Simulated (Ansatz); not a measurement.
# NiO: the cost of one run

Computed with Ansatz 0.2.0 (DFT r²SCAN+U (U_eff = 2 eV on Ni d), plane waves, PAW, unless a step's input says otherwise).

## 1. The starting structure

Symmetry: Fm-3m, No. 225, cubic system. The conventional cell has a = 4.183 Å, b = 4.183 Å, c = 4.183 Å, α = 90.00°, β = 90.00°, γ = 90.00°. Ni (site symmetry m-3m) is surrounded by 6 O at 2.09 Å. O (site symmetry m-3m) has 6 Ni at 2.09 Å as nearest neighbours.

As a file:

```
CELL_PARAMETERS angstrom
0.00000 2.09131 2.09131
2.09131 0.00000 2.09131
2.09131 2.09131 0.00000
ATOMIC_POSITIONS crystal
Ni 0.00000 0.00000 0.00000
O 0.50000 0.50000 0.50000
```

Magnetic order typed: ferromagnetic.

An earlier series on this cell reached its lowest free state from «natural orbitals of the symmetric run, filled by rank», perhaps among other starts.

## 2. Random orbitals: single harmonics, second filling

The input, input.yaml:

```yaml
crystal:
  lattice:
    - [0.0, 2.09130951, 2.09130951]
    - [2.09130951, 0.0, 2.09130951]
    - [2.09130951, 2.09130951, 0.0]
  atoms:
    - { symbol: Ni, position: [0.0, 0.0, 0.0], spin: 0.3 }
    - { symbol: O, position: [0.5, 0.5, 0.5] }
basis:
  ecutwfc: 500
  ecutrho_ratio: 4
kpoints:
  mp_grid: { grid: [8, 8, 8] }
hamiltonian:
  xc: r2scan
  hubbard:
    sites:
      - { site: 0, l: d, u_eff: 2.0, starting_ns: [{ spin: up, occupation_matrix: s0up }, { spin: down, occupation_matrix: s0down }] }
    occupation_matrices:
      s0up:
        matrix:
          - [0.97, 0.0, 0.0, 0.0, 0.0]
          - [0.0, 0.97, 0.0, 0.0, 0.0]
          - [0.0, 0.0, 0.97, 0.0, 0.0]
          - [0.0, 0.0, 0.0, 0.97, 0.0]
          - [0.0, 0.0, 0.0, 0.0, 0.02]
      s0down:
        matrix:
          - [0.97, 0.0, 0.0, 0.0, 0.0]
          - [0.0, 0.02, 0.0, 0.0, 0.0]
          - [0.0, 0.0, 0.97, 0.0, 0.0]
          - [0.0, 0.0, 0.0, 0.97, 0.0]
          - [0.0, 0.0, 0.0, 0.0, 0.97]
    ns_hold: until_converged
scf:
  occupations: { method: gaussian, width: 0.05 }
  lower_state_search: "off"
  max_iter: 150
output:
  forces: true
  stress: true
  eigenvalues: true
  populations: true
  hubbard: { sites: [{ site: 0, l: d }] }
magnetization:
  spin_polarized: true
```

The typed matrices put 0.97 on the chosen orbitals and 0.02 on the others, and are held until the SCF converges, then released.

The run is started by

```sh
> ansatz run input.yaml --threads 2 --pin off --max-ram 3072MiB --backend cpu --events-out ev --progress --plain --runs-dir out
```

What time and memory should one allow on 2 threads of Intel Xeon Platinum 8488C (Sapphire Rapids), shared host?

About 35 s, with a peak of 0.55 GiB.
